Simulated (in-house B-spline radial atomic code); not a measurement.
# Pr⁵³⁺: binding energies from hole states

Aim: the cost of two holes at once in Pr⁵³⁺, against the sum of the two single holes.

Program: in-house B-spline radial atomic code version 1. Level of theory: Dirac-Hartree-Fock, average of configuration, Fermi nucleus, basis-set limit. These are calculated values, not measurements, unless marked.

## 1. Starting point

| Property | Result |
| --- | --- |
| element | praseodymium (Z = 59) |
| charge | +53 |
| electrons | 6 |
| configuration | [He] 2s2 2p2 |
| Hamiltonian | Dirac-Coulomb |
| nucleus | Fermi, rms radius 4.892 fm |

Outer shells as boxes (Hund's rule):

[He] 2s2 2p2
```
[He] core
2s [↑↓]
2p [↑ ][↑ ][  ]
```

The boxes draw the filling by Hund's rule, which heavy ions in jj coupling don't follow; these runs average over all states of the configuration.

The run's settings:

```ini
Z = 59
electrons = 6.0
configuration = [He] 2s2 2p2
hamiltonian = dirac
method = hf
spin_polarised = False
nucleus = fermi
rms_radius = 4.8919
mass_number = 141
atomic_mass = 140.907659604
speed_of_light = 137.035999084
```

This reference run was done before. Its total energy is -5277.604632 hartree, and its levels are (the highest eight at most):

```
orbital  occupation  energy (eV)  <r> (bohr)
  1s1/2           2     -47272.9     0.02399
  2s1/2           2     -11176.9     0.09834
  2p1/2    0.666667     -10995.6     0.08183
  2p3/2     1.33333     -10462.5     0.08745
```

Single holes known from earlier runs (ΔSCF): 1s 47262.2 eV, 2s 11175.9 eV, 2p 10638.9 eV.

## 2. The 2s and 2p holes

The run's settings:

```ini
Z = 59
electrons = 4.0
configuration = 1s2 2s1 2p1
hamiltonian = dirac
method = hf
spin_polarised = False
nucleus = fermi
rms_radius = 4.8919
mass_number = 141
atomic_mass = 140.907659604
speed_of_light = 137.035999084
```

## 3. The 1s and 2p holes

Changes to the settings of step 2:

```diff
@@ -2,3 +2,3 @@
 electrons = 4.0
-configuration = 1s2 2s1 2p1
+configuration = 1s1 2s2 2p1
 hamiltonian = dirac
```

## 4. The 2p and 2p holes

Changes to the settings of step 3:

```diff
@@ -2,3 +2,3 @@
 electrons = 4.0
-configuration = 1s1 2s2 2p1
+configuration = 1s2 2s2
 hamiltonian = dirac
```

## 5. The 1s and 1s holes

Changes to the settings of step 4:

```diff
@@ -2,3 +2,3 @@
 electrons = 4.0
-configuration = 1s2 2s2
+configuration = 2s2 2p2
 hamiltonian = dirac
```

**Question.** What does each hole state cost in eV, and how does that compare with the orbital energies or single holes?

The runs gave:

| two holes | ΔSCF (eV) | less the two single holes (eV) |
| --- | --- | --- |
| 2s and 2p | 22054.9 | 240.04 |
| 1s and 2p | 58278.7 | 377.50 |
| 2p and 2p | 21555.9 | 278.01 |
| 1s and 1s | 95580.7 | 1056.26 |

Two holes cost more than the sum of each, because the second electron leaves a more charged ion. The excess runs from 240.0 eV (2s and 2p) to 1056.3 eV (1s and 1s); it tends to be largest where both holes are compact. Values are for the free ion, measured from the vacuum level.
